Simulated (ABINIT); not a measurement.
Crystal: BeI.

```
Be I
1.0
     0.00000    2.79386    2.79386
     2.79386    0.00000    2.79386
     2.79386    2.79386    0.00000
Be I
1 1
Direct
  0.50000 0.50000 0.50000
  0.00000 0.00000 0.00000
```

The cell was built by a generator and needn't be a form met in nature.

| Item | Value |
| --- | --- |
| Program | ABINIT 10.8.3 (patched build) |
| Task | relaxation of cell and atoms |
| Functional | PBEsol |
| Potentials or basis | PseudoDojo NC SR PBEsol v0.4.1 standard |
| Cutoff | 1197 eV |
| k mesh | 6 × 6 × 6 |
| Occupations | fermi-dirac, width 0.05 eV |
| Spin | no spin polarisation |

At the start: pressure -2.1 GPa; volume 21.81 Å³/atom.

How do energy, volume and symmetry change on relaxing?

Over 5 steps the energy falls by 7.3 meV/atom and the volume is 20.76 Å³/atom (-4.8 %); space group Fm-3m (No. 225, to 0.05 Å).

Step by step:
| step | energy change (eV) | largest force (eV/Å) | pressure (GPa) | volume (Å³) |
| --- | --- | --- | --- | --- |
| 1 | 0.0000 | 0.0000 | -2.12 | 43.62 |
| 2 | -0.0035 | 0.0000 | -1.87 | 43.33 |
| 3 | -0.0144 | 0.0000 | 0.16 | 41.38 |
| 4 | -0.0145 | 0.0000 | -0.01 | 41.53 |
| 5 | -0.0145 | 0.0000 | 0.00 | 41.52 |

Final structure:
```yaml
crystal:
  lattice:
    - [0.00000, 2.74833, 2.74833]
    - [2.74833, 0.00000, 2.74833]
    - [2.74833, 2.74833, 0.00000]
  atoms:
    - { symbol: Be, position: [0.50000, 0.50000, 0.50000] }
    - { symbol: I, position: [0.00000, 0.00000, 0.00000] }
```

Caveat: an odd number of electrons without spin polarisation forces a metal; a magnetic or distorted state may lie lower.
